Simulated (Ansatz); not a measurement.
**Ga2H3F: up Jacob's ladder to CCSD(T)**

One table from this session's results is given with a row withheld; the runs are named, their logs left out.

The runs use Ansatz 0.2.0, Gaussian basis; functionals in def2-TZVPP, the program's frozen cores in correlated methods.

Levels to be run: LDA (SPW92), PBE-D4, revPBE-D4, BLYP-D4, r2SCAN-D4, B97M-V, PBE0-D4, B3LYP-D4, r2SCANh-D4, r2SCAN0-D4, HSE06-D4, BHLYP-D4, CAM-B3LYP-D4, LC-ωPBE, ωB97X-V, ωB97M-V, B2PLYP, PBE-QIDH; CCSD(T)/def2-SVP; CCSD(T)/def2-TZVPP; MP2/def2-QZVPP; extrapolation to the limit; RPA on PBE.

## The relaxed structure

An earlier PBE0-D4 in a triple-zeta def2 set relaxation fixed the geometry.

SMILES `[F][GaH][GaH2]`, 6 atoms, charge 0, spin multiplicity 1.

Atoms are counted from 1 here; the program's logs count them from 0.

Bond lengths: F1–Ga2 1.773 Å, Ga2–Ga3 2.469 Å, Ga2–H4 1.572 Å, Ga3–H5 1.572 Å, Ga3–H6 1.572 Å. Angles: F1–Ga2–Ga3 111.3°, F1–Ga2–H4 111.3°, Ga3–Ga2–H4 137.5°, Ga2–Ga3–H5 120.9°, Ga2–Ga3–H6 120.9°, H5–Ga3–H6 118.2°.

The first run:

File in.yaml:

```yaml
crystal:
  periodic: [false, false, false]
  atoms:
    - {symbol: F, position_ang: [-0.551694, -2.287764, 0.558092]}
    - {symbol: Ga, position_ang: [-0.778021, -0.828295, -0.423460]}
    - {symbol: Ga, position_ang: [0.754594, 0.972917, 0.283810]}
    - {symbol: H, position_ang: [-1.899652, -1.036836, -1.504713]}
    - {symbol: H, position_ang: [2.184556, 1.113387, -0.354158]}
    - {symbol: H, position_ang: [0.332318, 2.002591, 1.394229]}
basis:
  gaussian: {orbitals: def2-TZVPP}
hamiltonian: {xc: lda}
output: {orbitals: {seedname: orbitals}}
```

Launch:

```console
ansatz run in.yaml --threads 2 --pin off --events-out ev --progress --plain --max-ram 4352MiB
```

Steps of the session up to this table: LDA; PBE-D4 (GGA); revPBE-D4 (GGA); BLYP-D4 (GGA); r2SCAN-D4 (meta-GGA); B97M-V (meta-GGA); B3LYP-D4 (hybrid); r2SCANh-D4 (hybrid); r2SCAN0-D4 (hybrid); HSE06-D4 (hybrid); BHLYP-D4 (hybrid); CAM-B3LYP-D4 (range-separated); LC-ωPBE (range-separated); ωB97X-V (range-separated); ωB97M-V (range-separated); B2PLYP (double hybrid); PBE-QIDH (double hybrid).

One of the session's tables, all rows but one given; the rest of the session is left out.

It belongs to the step «Orbital energies across the functionals». 

```
  functional  HOMO (eV)  LUMO (eV)  gap (eV)
 LDA (SPW92)      -6.47      -3.45      3.02
      PBE-D4      -6.35      -3.19      3.16
   revPBE-D4      -6.29      -3.07      3.23
     BLYP-D4      -6.23      -3.13      3.10
   r2SCAN-D4      -6.63      -2.96      3.66
      B97M-V          ?          ?         ?
     PBE0-D4      -7.44      -2.40      5.04
    B3LYP-D4      -7.27      -2.67      4.60
  r2SCANh-D4      -7.03      -2.69      4.34
  r2SCAN0-D4      -7.63      -2.28      5.34
    HSE06-D4      -7.05      -2.77      4.28
    BHLYP-D4      -8.44      -1.66      6.78
CAM-B3LYP-D4      -8.70      -1.49      7.20
     LC-ωPBE      -9.96      -0.30      9.66
     ωB97X-V      -9.63      -0.45      9.18
     ωB97M-V      -9.46      -0.67      8.79
```

**Question.** Estimate the row for B97M-V.

**Answer.** HOMO (eV): -6.70; LUMO (eV): -3.16; gap (eV): 3.54. In the column «HOMO (eV)» it lies between r2SCANh-D4 (-7.03) and r2SCAN-D4 (-6.63).
